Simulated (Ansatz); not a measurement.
Geometry optimisation, DFT PBE-D3(BJ), scalar-relativistic, plane waves, PAW (Ansatz 0.2.0).

The input (input.yaml):

```yaml
crystal:
  lattice:
    - [7.6015, 0.0, 0.0]
    - [-3.80075, 6.583092, 0.0]
    - [0.0, 0.0, 5.8122]
  atoms:
    - { symbol: Si, position: [0.768482, 0.174583, 0.125] }
    - { symbol: Si, position: [0.59389901, 0.76848201, 0.375] }
    - { symbol: Si, position: [0.825417, 0.59389901, 0.125] }
    - { symbol: Si, position: [0.23151801, 0.82541701, 0.375] }
    - { symbol: Si, position: [0.406101, 0.231518, 0.125] }
    - { symbol: Si, position: [0.174583, 0.40610101, 0.375] }
    - { symbol: "N", position: [0.03051, 0.33030001, 0.125] }
    - { symbol: "N", position: [0.70021, 0.03051, 0.375] }
    - { symbol: "N", position: [0.66970001, 0.70021001, 0.125] }
    - { symbol: "N", position: [0.96949001, 0.66970001, 0.375] }
    - { symbol: "N", position: [0.29979001, 0.96949002, 0.125] }
    - { symbol: "N", position: [0.3303, 0.29979, 0.375] }
    - { symbol: "N", position: [0.66666667, 0.33333334, 0.125] }
    - { symbol: "N", position: [0.33333334, 0.66666668, 0.375] }
    - { symbol: Si, position: [0.768482, 0.174583, 0.625] }
    - { symbol: Si, position: [0.59389901, 0.76848201, 0.875] }
    - { symbol: Si, position: [0.825417, 0.59389901, 0.625] }
    - { symbol: Si, position: [0.23151801, 0.82541701, 0.875] }
    - { symbol: Si, position: [0.406101, 0.231518, 0.625] }
    - { symbol: Si, position: [0.174583, 0.40610101, 0.875] }
    - { symbol: "N", position: [0.03051, 0.33030001, 0.625] }
    - { symbol: "N", position: [0.70021, 0.03051, 0.875] }
    - { symbol: "N", position: [0.66970001, 0.70021001, 0.625] }
    - { symbol: "N", position: [0.96949001, 0.66970001, 0.875] }
    - { symbol: "N", position: [0.29979001, 0.96949002, 0.625] }
    - { symbol: "N", position: [0.3303, 0.29979, 0.875] }
    - { symbol: "N", position: [0.66666667, 0.33333334, 0.625] }
    - { symbol: "N", position: [0.33333334, 0.66666668, 0.875] }
    - { symbol: Si, position: [-0.00112904, 0.00253564, -0.25200018] }
basis:
  ecutwfc: 420.0
kpoints:
  mp_grid: { grid: [2, 2, 2] }
hamiltonian:
  xc: pbe
  dispersion: d3bj
  pseudopotentials: { kind: paw, azcp: { folder: soft_1 } }
scf:
  occupations: { method: gaussian, width: 0.05 }
  lower_state_search: "off"
relax:
  f_tol: 0.03
  max_steps: 60
  adjacent_minimum: "off"
```

Launched with:

```bash
$ ansatz run input.yaml --threads 2 --pin off --max-ram 5120MiB --backend cpu --events-out ev --progress --plain --runs-dir out
```

Question: Where does it end, and by what steps?

Answer: The run converged. The force dipped under the threshold on the way, but the program's further checks kept it going. Limits of this set-up: coarse k mesh, a small cell, in which the defect meets its images. After 22 steps the energy has fallen by 0.494 eV; Si29 moved furthest, 0.38 Å. Joined: N25–Si29 (2.53 → 2.15 Å).

```json
{"step": "0", "energy less start (eV)": "0.0000", "largest force component (eV/Å)": "0.825", "accepted": "yes"}
{"step": "1", "energy less start (eV)": "-0.2680", "largest force component (eV/Å)": "0.371", "accepted": "yes"}
{"step": "2", "energy less start (eV)": "-0.3402", "largest force component (eV/Å)": "0.088", "accepted": "yes"}
{"step": "3", "energy less start (eV)": "-0.3413", "largest force component (eV/Å)": "0.039", "accepted": "yes"}
{"step": "4", "energy less start (eV)": "-0.3423", "largest force component (eV/Å)": "0.005", "accepted": "yes"}
{"step": "5", "energy less start (eV)": "-0.3426", "largest force component (eV/Å)": "0.014", "accepted": "yes"}
{"step": "6", "energy less start (eV)": "-0.3427", "largest force component (eV/Å)": "0.012", "accepted": "yes"}
{"step": "7", "energy less start (eV)": "-0.3429", "largest force component (eV/Å)": "0.021", "accepted": "yes"}
{"step": "8", "energy less start (eV)": "-0.3243", "largest force component (eV/Å)": "0.398", "accepted": "no"}
{"step": "9", "energy less start (eV)": "-0.3436", "largest force component (eV/Å)": "0.060", "accepted": "yes"}
{"step": "10", "energy less start (eV)": "-0.3453", "largest force component (eV/Å)": "0.069", "accepted": "yes"}
{"step": "11", "energy less start (eV)": "-0.3676", "largest force component (eV/Å)": "0.143", "accepted": "yes"}
{"step": "12", "energy less start (eV)": "-0.3584", "largest force component (eV/Å)": "0.158", "accepted": "no"}
{"step": "13", "energy less start (eV)": "-0.3796", "largest force component (eV/Å)": "0.128", "accepted": "yes"}
{"step": "14", "energy less start (eV)": "-0.4004", "largest force component (eV/Å)": "0.208", "accepted": "yes"}
{"step": "15", "energy less start (eV)": "-0.4374", "largest force component (eV/Å)": "0.320", "accepted": "yes"}
{"step": "16", "energy less start (eV)": "-0.4567", "largest force component (eV/Å)": "0.333", "accepted": "yes"}
{"step": "17", "energy less start (eV)": "-0.4788", "largest force component (eV/Å)": "0.193", "accepted": "yes"}
{"step": "18", "energy less start (eV)": "-0.3856", "largest force component (eV/Å)": "0.758", "accepted": "no"}
{"step": "19", "energy less start (eV)": "-0.4855", "largest force component (eV/Å)": "0.210", "accepted": "yes"}
{"step": "20", "energy less start (eV)": "-0.4797", "largest force component (eV/Å)": "0.206", "accepted": "no"}
{"step": "21", "energy less start (eV)": "-0.4934", "largest force component (eV/Å)": "0.055", "accepted": "yes"}
{"step": "22", "energy less start (eV)": "-0.4942", "largest force component (eV/Å)": "0.020", "accepted": "yes"}
```

```xyz
29
Lattice="7.6015 0.0000 0.0000 -3.8007 6.5831 0.0000 0.0000 0.0000 5.8122" Properties=species:S:1:pos:R:3
Si 5.166 1.116 0.723
Si 1.564 5.039 2.185
Si 4.024 3.895 0.701
Si -1.395 5.452 2.189
Si 2.213 1.565 0.744
Si -0.245 2.684 2.181
N -1.019 2.123 0.730
N 5.176 0.186 2.195
N 2.430 4.613 0.736
N 4.914 4.316 2.088
N -1.363 6.430 0.777
N 1.360 1.994 2.190
N 3.815 2.191 0.703
N -0.033 4.401 2.186
Si 5.150 1.165 3.629
Si 1.549 5.001 5.094
Si 4.003 4.067 3.546
Si -1.330 5.470 5.166
Si 2.258 1.689 3.646
Si -0.218 2.637 5.103
N -1.025 2.170 3.643
N 5.097 0.166 5.066
N 2.258 4.390 3.633
N 4.831 4.448 5.070
N -1.486 6.440 3.686
N 1.448 2.129 5.114
N 3.848 2.279 3.600
N -0.044 4.364 5.131
Si 0.244 -0.239 -1.548
```

Whether the end is a true minimum wasn't checked by a vibrational analysis.

Time of the run: 40 s on 2 threads of AMD EPYC 9R45 96-Core Processor (Zen 5) (shared host), peak memory 0.77 GiB.
